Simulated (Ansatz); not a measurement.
# MnAu3 (R-3m) in Ansatz: reference runs

How does MnAu3 come out in PBEsol? The cell is run as given and disturbed.

Program: Ansatz 0.2.0. These are calculated values, not measurements. Logs are shortened: lines on timing, memory, paths and dates and some standing lists are left out, and cuts for length are marked.

**1. Starting point**

It takes space group R-3m (No. 166, trigonal). Conventional cell: a = 3.052 Å, b = 3.052 Å, c = 26.325 Å, α = 90.00°, β = 90.00°, γ = 120.00°. Au (site symmetry 3m) is surrounded by 3 Mn at 2.69 Å and 9 Au at 2.94 to 3.05 Å. Au (site symmetry -3m) has 12 Au at 2.94 to 3.05 Å as nearest neighbours. Mn (site symmetry -3m) is surrounded by 6 Au at 2.69 Å and 6 Mn at 3.05 Å.

The cell comes from a database or a generator and needn't be the stable form of this composition.

**2. Single point, PBEsol, collinear spin, ferromagnetic start**

input.yaml

```yaml
crystal:
  lattice:
    - [1.5262009749, 0.8811525437, 8.774971037]
    - [-1.5262009749, 0.8811525437, 8.774971037]
    - [0.0, -1.7623050874, 8.774971037]
  atoms:
    - { symbol: Au, position: [0.743985, 0.743985, 0.743985] }
    - { symbol: Au, position: [0.5, 0.5, 0.5] }
    - { symbol: Au, position: [0.256015, 0.256015, 0.256015] }
    - { symbol: Mn, position: [0.0, 0.0, 0.0], spin: 4.0 }
kpoints:
  mp_grid: { grid: [10, 10, 10] }
scf:
  occupations: { method: fermi_dirac, width: 0.05 }
hamiltonian:
  xc: pbesol
  pseudopotentials: { kind: all_electron, lapw: { basis_error: 0.001 } }
magnetization:
  spin_polarized: true
output:
  forces: true
  stress: true
  eigenvalues: true
  populations: true
```

Potentials or basis: all-electron LAPW, scalar-relativistic.

The run is started by

```
ansatz run input.yaml --threads 4 --pin off --max-ram 12288MiB --backend cpu --events-out ev --progress --plain --runs-dir out
```

Standard output:

```text
Warning: RAYON_NUM_THREADS=4 ignored (pool sized by the plan → 4); use --threads N
Au: projections on atomic orbitals take those of the free atom 1s2 2s2 2p6 3s2 3p6 3d10 4s2 4p6 4d10 4f14 5s2 5p6 5d10 6s1, of charge +0.00 (hamiltonian.pseudopotentials.projection_atoms)
Mn: projections on atomic orbitals take those of the free atom 1s2 2s2 2p6 3s2 3p6 3d5 4s2, of charge +0.00 (hamiltonian.pseudopotentials.projection_atoms)
LAPW: plane waves up to 8.432 Å⁻¹, error target 1.0e-3 eV per atom; small_component_spin mean_spin; Mn in spheres of 1.304 Å, 15 of its electrons in bands, Dirac shells []; Au in spheres of 1.388 Å, 43 of its electrons in bands, Dirac shells [] (how accurate: hamiltonian.pseudopotentials.lapw.basis_error, Limitations)
Engine: ansatz 0.2.0, aarch64-unknown-linux-gnu
Pseudopotentials: kind: all_electron
Pseudopotential: Au, LAPW, valence charge 43, lapw/all_electron/scalar/gaussian/Au, Koelling and Harmon's equation, gaussian nucleus
Pseudopotential: Mn, LAPW, valence charge 15, lapw/all_electron/scalar/gaussian/Mn, Koelling and Harmon's equation, gaussian nucleus
Functional definition: PBEsol
  exchange = pbesol_x
  correlation = pbesol_c
Crystal: 4 atoms, lattice volume = 70.804 Å³
Basis set: ecut = 270.8937024737102 eV, 701 PW (Γ), FFT grids on a1−a3, a2−a3, a3, exchange–correlation at level 2
Bands: 89, of which v1, the nominal top of the filled ones, is band 72 counted from 1 (71 counted from 0)
Symmetry: 12 space group operations
Space group: R-3m (ITA 166), of the structure as read, at distance tolerance 4.1e-5 Å
Magnetic group: BNS 166.97 (UNI 1327), of the structure as read, at distance tolerance 4.1e-5 Å
k-points: 116 of 1000
Non-local potential: Au, projectors of the file, none
Non-local potential: Mn, projectors of the file, none
Initial density: superposition of atomic densities (chi_scale 0.1, normalization cell, long waves 85 % of neutral atoms (reshape's long-wave potential 1.85 eV rms, cloud 2.75 Å wide))
Starting moments: Σ|m| = 4 μB on 1 of 4 sites
Initial wavefunctions: plane waves of lowest kinetic energy (no species holds an atomic orbital)
Functional: x = pbesol(κ = 0.804, μ = 0.12345679012345678), c = pbesol(β = 0.046)
iter 1 solved again at ethr=8.78e-3 eV; its pass at ethr=1.00e-1 eV (dr2=1.26e1 eV) is discarded
SCF iter   1: F=—  HF=-1582747.713582 eV  |F-HF|=—  |Δ(HF+E_count)|=         —  Δρ=3.29e-2 (↑2.21e-2 ↓3.29e-2)  dr2=1.27e1  dr2_m=3.44e-2  M=3.616 μB ∫|m|=3.749 μB  β_m=0.30  ethr=8.78e-3  ⟨swp⟩=2.0  Hψ=126265  notcnv=0
Mixer restart at iter 1: flushing history
preconditioner: auto → Kerker (q_TF=auto, 3.071 Å⁻¹)  [metal: Δε(μ)=0.000 eV  Ē_g=12.270 eV  σ=0.050 eV  W_gap=0.00  n_scr=44 (ndim 8)  ℏωp=27.9 eV  f_vac=0.026  D(μ)=3.25/eV (n_scr^D=32)]
spin=Collinear: Kerker preconditioning applied to the charge; magnetization (m = ρ↑ − ρ↓) channel mixes plain (no charge-response kernel on spin).
SCF iter   2: F=—  HF=-1582745.964168 eV  |F-HF|=—  |Δ(HF+E_count)|=    1.75e0  Δρ=1.17e-2 (↑8.73e-3 ↓1.17e-2)  dr2=1.67e0  dr2_m=4.56e-3  M=3.924 μB ∫|m|=4.076 μB  β_m=0.31  ethr=8.78e-3  ⟨swp⟩=2.1  Hψ=54532  notcnv=0
SCF iter   3: F=—  HF=-1582745.799119 eV  |F-HF|=—  |Δ(HF+E_count)|=   1.65e-1  Δρ=8.98e-3 (↑7.62e-3 ↓8.98e-3)  dr2=1.43e0  dr2_m=3.02e-3  M=3.939 μB ∫|m|=4.106 μB  β_m=0.38  ethr=1.16e-3  ⟨swp⟩=2.0  Hψ=58338  notcnv=0
SCF iter   4: F=—  HF=-1582745.691874 eV  |F-HF|=—  |Δ(HF+E_count)|=         —  Δρ=4.73e-3 (↑4.70e-3 ↓4.73e-3)  dr2=5.06e-1  dr2_m=1.35e-3  M=3.990 μB ∫|m|=4.181 μB  β_m=0.49  ethr=9.96e-4  ⟨swp⟩=2.0  Hψ=55212  notcnv=0
the basis was enlarged: its passes take 2.2 MiB over the memory plan, 4 of 4 planned eigensolver slots
SCF iter   5: F=—  HF=-1582745.649023 eV  |F-HF|=—  |Δ(HF+E_count)|=   4.29e-2  Δρ=1.86e-3 (↑1.86e-3 ↓1.28e-3)  dr2=5.82e-2  dr2_m=2.94e-4  M=4.039 μB ∫|m|=4.256 μB  β_m=0.56  ethr=3.52e-4  ⟨swp⟩=2.0  Hψ=62849  notcnv=0
SCF iter   6: F=—  HF=-1582745.644126 eV  |F-HF|=—  |Δ(HF+E_count)|=   4.90e-3  Δρ=7.96e-4 (↑7.96e-4 ↓7.18e-4)  dr2=6.79e-3  dr2_m=6.83e-5  M=4.055 μB ∫|m|=4.278 μB  β_m=0.63  ethr=4.04e-5  ⟨swp⟩=2.0  Hψ=59083  notcnv=0
SCF iter   7: F=—  HF=-1582745.644261 eV  |F-HF|=—  |Δ(HF+E_count)|=   1.35e-4  Δρ=4.52e-4 (↑3.68e-4 ↓4.52e-4)  dr2=2.72e-3  dr2_m=7.58e-6  M=4.064 μB ∫|m|=4.284 μB  β_m=0.55  ethr=4.72e-6  ⟨swp⟩=2.0  Hψ=59063  notcnv=0
SCF iter   8: F=—  HF=-1582745.643873 eV  |F-HF|=—  |Δ(HF+E_count)|=   3.88e-4  Δρ=3.19e-4 (↑2.56e-4 ↓3.19e-4)  dr2=5.89e-4  dr2_m=3.69e-6  M=4.066 μB ∫|m|=4.286 μB  β_m=0.65  ethr=1.89e-6  ⟨swp⟩=2.0  Hψ=59064  notcnv=0
SCF iter   9: F=—  HF=-1582745.643862 eV  |F-HF|=—  |Δ(HF+E_count)|=   1.11e-5  Δρ=1.18e-4 (↑1.18e-4 ↓1.14e-4)  dr2=1.08e-4  dr2_m=8.10e-8  M=4.068 μB ∫|m|=4.286 μB  β_m=0.77  ethr=4.09e-7  ⟨swp⟩=2.0  Hψ=59063  notcnv=0
SCF iter  10: F=—  HF=-1582745.643847 eV  |F-HF|=—  |Δ(HF+E_count)|=   1.44e-5  Δρ=5.07e-5 (↑5.07e-5 ↓4.83e-5)  dr2=1.90e-5  dr2_m=1.28e-7  M=4.068 μB ∫|m|=4.286 μB  β_m=0.89  ethr=7.48e-8  ⟨swp⟩=2.0  Hψ=59064  notcnv=0
iter 11 solved again at ethr=6.76e-10 eV; its pass at ethr=1.32e-8 eV (dr2=9.74e-7 eV) is discarded
SCF iter  11: F=—  HF=-1582745.643845 eV  |F-HF|=—  |Δ(HF+E_count)|=   2.85e-6  Δρ=1.36e-5 (↑1.36e-5 ↓1.32e-5)  dr2=9.70e-7  dr2_m=1.10e-9  M=4.068 μB ∫|m|=4.287 μB  β_m=0.85  ethr=6.76e-10  ⟨swp⟩=2.0  Hψ=100724  notcnv=0
SCF iter  12: F=—  HF=-1582745.643844 eV  |F-HF|=—  |Δ(HF+E_count)|=   4.28e-7  Δρ=8.28e-6 (↑8.02e-6 ↓8.28e-6)  dr2=4.51e-7  dr2_m=2.48e-10  M=4.068 μB ∫|m|=4.287 μB  β_m=0.77  ethr=6.74e-10  ⟨swp⟩=2.0  Hψ=59062  notcnv=0
SCF iter  13: F=—  HF=-1582745.643844 eV  |F-HF|=—  |Δ(HF+E_count)|=   7.59e-8  Δρ=4.25e-6 (↑4.25e-6 ↓4.01e-6)  dr2=1.08e-7  dr2_m=4.36e-10  M=4.068 μB ∫|m|=4.287 μB  β_m=0.76  ethr=3.13e-10  ⟨swp⟩=2.0  Hψ=59062  notcnv=0
SCF iter  14: F=—  HF=-1582745.643844 eV  |F-HF|=—  |Δ(HF+E_count)|=   3.26e-8  Δρ=3.37e-6 (↑2.94e-6 ↓3.37e-6)  dr2=6.25e-8  dr2_m=1.65e-10  M=4.068 μB ∫|m|=4.287 μB  β_m=0.60  ethr=7.50e-11  ⟨swp⟩=2.0  Hψ=59062  notcnv=0
SCF iter  15: F=-1582745.643844 eV  HF=-1582745.643844 eV  |F-HF|=3.91e-8  |Δ(HF+E_count)|=   2.37e-8  Δρ=1.60e-6 (↑1.42e-6 ↓1.60e-6)  dr2=2.17e-8  dr2_m=2.07e-11  M=4.068 μB ∫|m|=4.287 μB  ethr=4.34e-11  ⟨swp⟩=2.0  Hψ=59062  notcnv=0
SCF 1 converged in 15 iterations: F = -1582745.643844 eV  dr2 = 2.17e-8
SCF converged after 15 iterations
Magnetization: 4.0675 μB (74.0338 up, 69.9662 down)
Absolute magnetization: 4.2866 μB (∫|ρ↑−ρ↓|)
Spin contamination: 0.1782 ħ² per cell (⟨S²⟩ above its minimum at these occupations)
Per-site moments (μB) at R_I (Å): [(0.0575584138563201, 1.3882077781049376), (-0.010714009229062071, 1.3882077781049376), (0.0575584138563201, 1.3882077781049376), (3.8720030694332337, 1.3041082657125733)]
Free energy (F): -1582745.643844 eV
Harris-Foulkes:  -1582745.643844 eV  (|F-HF|=3.91e-8)
Internal energy: -1582745.631567 eV  (E = F + TS)
E sigma→0 (E₀):  -1582745.637706 eV
Entropy (-TS):   -0.012277 eV (-3.069 meV/atom)
Fermi energy:    20.831547 eV
--- Per-component energies (eV) ---
  E_band       = -12228.804624
  E_kinetic    = 1799791.151894
  E_xc         = -30705.701678
  E_electrostatic = -3351831.081782  (all electrons and nuclei)
  E_smearing   = -0.012277  (= −TS)
  E_closure    = 0.000000  (closes the sum)
  E_atoms      = -1582724.226504  (free atoms, spherical and without spin; not in F)
  Σ components = -1582745.643844   (vs F -1582745.643844, Δ=0.00e0)
  Basis errors (estimates in eV, not in F): energy 3.2e-4 per atom: plane waves 2.7e-4 (1.4e-4 summed), levels above the bands 4.4e-138, relativity 1.2e-8, radial functions 4.6e-5, core shells 4.8e-8; eigenvalues (radial functions only) 2.6e-6; not estimated: angular momenta, meshes, grids; target (lapw.basis_error) 1.0e-3; muffin-tin radii Mn 1.304 Å, Au 1.388 Å
--- Forces (eV/Å), atoms counted from 1 ---
  atom   1  Au     0.00000000     0.00000000     0.08957947
  atom   2  Au     0.00000000     0.00000000     0.00000000
  atom   3  Au     0.00000000    -0.00000000    -0.08957947
  atom   4  Mn    -0.00000000     0.00000000    -0.00000000
  max |Σ_I F_I| component: 4.63e-18 eV/Å
--- Stress (GPa, compression-positive) ---
       -7.759254      -0.000000       0.000000
        0.000000      -7.759254      -0.000000
        0.000000      -0.000000      -7.854773
  P = ⅓ Tr σ = -7.7911 GPa (-77.911 kbar)
--- Band table (eV; the first three rows and the last of 232) ---
  k-point 0 ↑: bands = ["-301.8755", "-301.8755", "-301.8755", "-301.8755", "-301.8746", "-301.8746", "-301.8511", "-301.8511", "-301.8511", "-301.8511", "-301.4453", "-301.4453", "-301.4448", "-301.4211", "-301.4211", "-84.7844", "-84.7844", "-84.3374", "-60.1194", "-57.8423", "-57.8423", "-57.8391", "-57.8391", "-57.8391", "-57.8391", "-57.8299", "-57.8299", "-57.8299", "-57.8299", "-57.8109", "-57.8109", "-57.8088", "-57.8088", "-57.4102", "-57.4065", "-57.4065", "-57.3971", "-57.3971", "-57.3811", "-57.3780", "-36.2432", "-36.2346", "-36.0949", "-36.0949", "-36.0945", "-36.0945", "-35.7606", "-35.6673", "-35.6673", "-28.9971", "-28.9493", "-28.9493", "11.7562", "13.4569", "14.0456", "14.7958", "16.1307", "16.1307", "16.3899", "16.4609", "16.4609", "16.5151", "16.5151", "16.7046", "17.3062", "17.3062", "17.4483", "17.4483", "18.0816", "18.0816", "18.2581", "18.6234", "18.6234", "19.5631", "19.5631", "21.0609", "25.3051", "33.7408", "33.9906", "34.0496", "35.3810", "35.4360", "35.6085", "35.6085", "37.2435", "37.3425", "37.3425", "38.0417", "38.0417"]
  k-point 1 ↑: bands = ["-301.8755", "-301.8755", "-301.8755", "-301.8755", "-301.8746", "-301.8746", "-301.8511", "-301.8511", "-301.8511", "-301.8511", "-301.4453", "-301.4453", "-301.4448", "-301.4211", "-301.4211", "-84.7841", "-84.7840", "-84.3371", "-60.1188", "-57.8423", "-57.8423", "-57.8392", "-57.8392", "-57.8391", "-57.8391", "-57.8299", "-57.8299", "-57.8298", "-57.8298", "-57.8110", "-57.8110", "-57.8087", "-57.8087", "-57.4102", "-57.4065", "-57.4065", "-57.3971", "-57.3971", "-57.3811", "-57.3780", "-36.2416", "-36.2340", "-36.1030", "-36.1029", "-36.0970", "-36.0966", "-35.7600", "-35.6752", "-35.6693", "-28.9965", "-28.9552", "-28.9508", "12.0205", "13.6917", "14.2645", "14.9174", "16.0562", "16.1636", "16.2262", "16.2455", "16.3653", "16.5688", "16.6648", "16.7028", "17.2589", "17.2648", "17.4365", "17.4962", "18.1572", "18.1906", "18.4429", "18.5953", "18.6763", "19.1485", "19.5623", "21.9640", "25.3350", "33.1578", "33.6690", "34.2389", "34.4910", "34.8058", "34.9256", "35.4574", "35.7953", "35.9547", "36.8260", "37.4583", "38.0936"]
  k-point 2 ↑: bands = ["-301.8755", "-301.8755", "-301.8755", "-301.8755", "-301.8746", "-301.8746", "-301.8511", "-301.8511", "-301.8511", "-301.8511", "-301.4453", "-301.4453", "-301.4448", "-301.4211", "-301.4211", "-84.7833", "-84.7833", "-84.3363", "-60.1172", "-57.8422", "-57.8422", "-57.8392", "-57.8392", "-57.8392", "-57.8392", "-57.8299", "-57.8299", "-57.8298", "-57.8298", "-57.8111", "-57.8111", "-57.8087", "-57.8087", "-57.4102", "-57.4065", "-57.4065", "-57.3972", "-57.3971", "-57.3812", "-57.3779", "-36.2374", "-36.2322", "-36.1251", "-36.1239", "-36.1025", "-36.1022", "-35.7585", "-35.6958", "-35.6747", "-28.9948", "-28.9707", "-28.9547", "12.7555", "14.2511", "14.7700", "15.1444", "15.7378", "15.9538", "16.0124", "16.0997", "16.3778", "16.6963", "16.9241", "17.0018", "17.0819", "17.1725", "17.6144", "17.7176", "17.9231", "18.2710", "18.4370", "18.6468", "18.8175", "19.5598", "19.6710", "23.4553", "25.4868", "30.1472", "31.2366", "33.1202", "33.1577", "34.0353", "34.0609", "35.1248", "35.1753", "35.9938", "36.2866", "36.5136", "37.4671"]
  k-point 115 ↓: bands = ["-301.8678", "-301.8678", "-301.8678", "-301.8678", "-301.8657", "-301.8657", "-301.8428", "-301.8428", "-301.8428", "-301.8428", "-301.4454", "-301.4450", "-301.4450", "-301.4223", "-301.4223", "-84.7315", "-84.7315", "-84.3384", "-57.8305", "-57.8305", "-57.8272", "-57.8272", "-57.8272", "-57.8272", "-57.8179", "-57.8179", "-57.8179", "-57.8179", "-57.7998", "-57.7998", "-57.7967", "-57.7967", "-57.4108", "-57.4064", "-57.4064", "-57.3969", "-57.3969", "-57.3831", "-57.3799", "-56.0105", "-36.1721", "-36.1644", "-36.0393", "-36.0393", "-36.0390", "-36.0390", "-35.7594", "-35.6697", "-35.6697", "-24.9688", "-24.9064", "-24.9064", "12.2997", "12.6886", "14.2842", "15.2466", "16.3629", "16.3629", "16.4675", "16.4675", "16.5807", "16.5927", "16.5927", "17.2855", "17.2855", "17.6282", "17.6282", "18.4286", "18.4286", "18.5116", "18.6552", "21.6007", "21.9465", "21.9465", "22.6548", "22.6548", "28.3814", "30.2274", "34.6594", "34.7977", "35.6218", "36.7350", "36.7350", "36.8614", "37.1160", "37.1160", "37.9515", "38.1019", "38.1019"]
--- Löwdin populations: 4 sites ---
  site symbol       q [e]    m [muB]
     0     Au     78.9028     0.0386
     1     Au     78.9381    -0.0369
     2     Au     78.9028     0.0386
     3     Mn     24.5672     4.0502
  spilling = 0.002630 (of n_electrons = 262.000000)
```

Wall time 3 min (4 threads of Arm Neoverse V1, shared host); peak memory 2.6 GiB.

Results:

| Property | Result |
| --- | --- |
| Free energy | -1582745.6438 eV |
| Pressure | -7.8 GPa |
| Largest force | 0.090 eV/Å |
| Band gap on the k mesh | none (metal or under the smearing width) |
| Net moment | 4.07 μB per cell |
| Absolute moment | 4.29 μB per cell |
| Site moments | Au +0.06, -0.01; Mn +3.87 μB |

Forces on the atoms (eV/Å):
```
Au   0.000  0.000  0.090
Au   0.000  0.000  0.000
Au   0.000  0.000 -0.090
Mn   0.000  0.000  0.000
```

Stress tensor (GPa, compression positive):
```
-7.76  0.00  0.00
 0.00 -7.76  0.00
 0.00  0.00 -7.85
```

Levels at points of the mesh, in eV from the Fermi level:
Spin up:
```tsv
k point	band 72	band 73	band 74	band 75	band 76	band 77
(0.00, 0.00, 0.00)	-2.21	-2.21	-1.27	-1.27	0.23	4.47
(0.00, 0.00, -0.50)	-1.30	-0.21	-0.06	0.69	0.70	3.06
(0.00, -0.50, -0.50)	-1.16	-1.10	0.24	0.47	1.11	2.35
(-0.50, -0.50, -0.50)	-2.25	-2.25	-1.95	-1.42	-1.42	7.33
```
Spin down:
| k point | band 66 | band 67 | band 68 | band 69 | band 70 | band 71 | band 72 | band 73 | band 74 | band 75 |
| --- | --- | --- | --- | --- | --- | --- | --- | --- | --- | --- |
| (0.00, 0.00, 0.00) | -3.33 | -3.29 | -3.29 | -2.52 | -2.52 | 0.40 | 0.43 | 1.13 | 1.13 | 1.84 |
| (0.00, 0.00, -0.50) | -2.33 | -1.95 | -1.50 | -0.77 | -0.02 | 0.27 | 0.74 | 0.86 | 1.57 | 2.34 |
| (0.00, -0.50, -0.50) | -2.34 | -1.96 | -0.96 | -0.72 | -0.41 | 0.33 | 0.60 | 1.32 | 1.65 | 2.34 |
| (-0.50, -0.50, -0.50) | -3.20 | -3.20 | -2.40 | -2.40 | -2.32 | -2.18 | 0.77 | 1.11 | 1.11 | 1.82 |

Spin-orbit coupling is left out, which matters for the levels of Au.

**3. Equation of state, PBEsol, collinear spin, ferromagnetic start**

Potentials or basis: all-electron LAPW, scalar-relativistic.

This step only gathers the single runs of the series.

What came out:

```yaml
Equilibrium_volume: "16.63 Å³/atom (rough: see the caveat)"
Bulk_modulus_at_fixed_shape_and_positions: 148 GPa (rough)
```

Energy against volume, from the lowest point:
| volume (Å³/atom) | energy (meV/atom) |
| --- | --- |
| 16.639 | 0.00 |
| 16.993 | 3.46 |
| 17.347 | 12.97 |
| 17.701 | 27.78 |
| 18.055 | 47.20 |
| 18.409 | 70.62 |
| 18.763 | 97.48 |

Caveat: the minimum lies outside the volumes run; the cell was scaled at fixed shape and fractional positions, which overstates the stiffness of a crystal with free parameters, most of all of layers and chains.

(Continued in part 2 of 2.)
